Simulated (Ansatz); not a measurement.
# Si₄Ge₂H₁₂: how energies converge with the basis set

Aim: see how fast density functionals converge with the basis set for Si₄Ge₂H₁₂.

Program: Ansatz 0.2.0, Gaussian basis. Level of theory: one geometry, several basis sets. These are calculated values, not measurements.

The runs, in order: PBE0-D4/def2-SVP; ωB97M-V/def2-SVP; PBE0-D4/def2-QZVPP; ωB97M-V/def2-QZVPP; the functionals' def2-TZVPP values are taken from earlier runs.

**1. The geometry**

All runs share one geometry, relaxed beforehand with PBE0-D4 in a triple-zeta def2 set.

SMILES `[SiH2]1[SiH2][GeH2][SiH2][GeH2][SiH2]1`, 18 atoms, charge 0, spin multiplicity 1.

Atoms are counted from 1 here; the program's logs count them from 0.

Bond lengths: Si1–Si2 2.343 Å, Si1–Si6 2.337 Å, Si1–H7 1.491 Å, Si1–H8 1.490 Å, Si2–Ge3 2.389 Å, Si2–H9 1.489 Å, Si2–H10 1.490 Å, Ge3–Si4 2.379 Å, Ge3–H11 1.540 Å, Ge3–H12 1.542 Å, Si4–Ge5 2.386 Å, Si4–H13 1.489 Å, Si4–H14 1.489 Å, Ge5–Si6 2.388 Å, Ge5–H15 1.541 Å, Ge5–H16 1.541 Å, Si6–H17 1.490 Å, Si6–H18 1.489 Å. Angles: Si2–Si1–Si6 108.3°, Si2–Si1–H7 108.8°, Si2–Si1–H8 110.7°, Si6–Si1–H7 108.3°, Si6–Si1–H8 112.4°, H7–Si1–H8 108.2°, Si1–Si2–Ge3 110.2°, Si1–Si2–H9 109.4°, Si1–Si2–H10 110.1°, Ge3–Si2–H9 109.5°, Ge3–Si2–H10 109.3°, H9–Si2–H10 108.3°, Si2–Ge3–Si4 108.8°, Si2–Ge3–H11 110.6°, Si2–Ge3–H12 108.9°, Si4–Ge3–H11 112.2°, Si4–Ge3–H12 108.4°, H11–Ge3–H12 107.8° and more.

**2. PBE0-D4 in def2-SVP**

Contents of in.yaml:

```yaml
crystal:
  periodic: [false, false, false]
  atoms:
    - {symbol: Si, position_ang: [0.468475, 2.093154, 0.247854]}
    - {symbol: Si, position_ang: [2.197665, 0.543084, 0.555704]}
    - {symbol: Ge, position_ang: [1.411115, -1.669694, 0.115416]}
    - {symbol: Si, position_ang: [-0.328020, -1.559146, -1.504392]}
    - {symbol: Ge, position_ang: [-2.220771, -0.524365, -0.485268]}
    - {symbol: Si, position_ang: [-1.511206, 1.153102, 1.059658]}
    - {symbol: H, position_ang: [0.303315, 2.345141, -1.212461]}
    - {symbol: H, position_ang: [0.796417, 3.387069, 0.909627]}
    - {symbol: H, position_ang: [2.690714, 0.625377, 1.958817]}
    - {symbol: H, position_ang: [3.332631, 0.852752, -0.358024]}
    - {symbol: H, position_ang: [2.570650, -2.577377, -0.336019]}
    - {symbol: H, position_ang: [0.829314, -2.259895, 1.415617]}
    - {symbol: H, position_ang: [0.132515, -0.712490, -2.639970]}
    - {symbol: H, position_ang: [-0.682750, -2.903216, -2.036766]}
    - {symbol: H, position_ang: [-3.112774, 0.117121, -1.565587]}
    - {symbol: H, position_ang: [-3.058732, -1.589263, 0.248044]}
    - {symbol: H, position_ang: [-1.235662, 0.509793, 2.375229]}
    - {symbol: H, position_ang: [-2.582898, 2.168844, 1.252543]}
basis:
  gaussian: {orbitals: def2-SVP}
hamiltonian: {xc: pbe0, dispersion: d4}
output: {orbitals: {seedname: orbitals}}
```

After this run come: ωB97M-V in def2-SVP; PBE0-D4 in def2-QZVPP; ωB97M-V in def2-QZVPP.

**Question.** What will the summary of the whole plan be? Wanted: PBE0-D4: double and triple zeta above quadruple; ωB97M-V: double and triple zeta above quadruple.

**Answer**, as computed:

| quantity | value |
| --- | --- |
| PBE0-D4: double and triple zeta above quadruple | 28.68, 3.47 eV |
| ωB97M-V: double and triple zeta above quadruple | 28.64, 3.36 eV |

**Reading.** PBE0-D4 gains 25.21 eV from double to triple zeta, then 3.47 eV more. Total energies overstate the basis error of differences, where much of it tends to cancel.
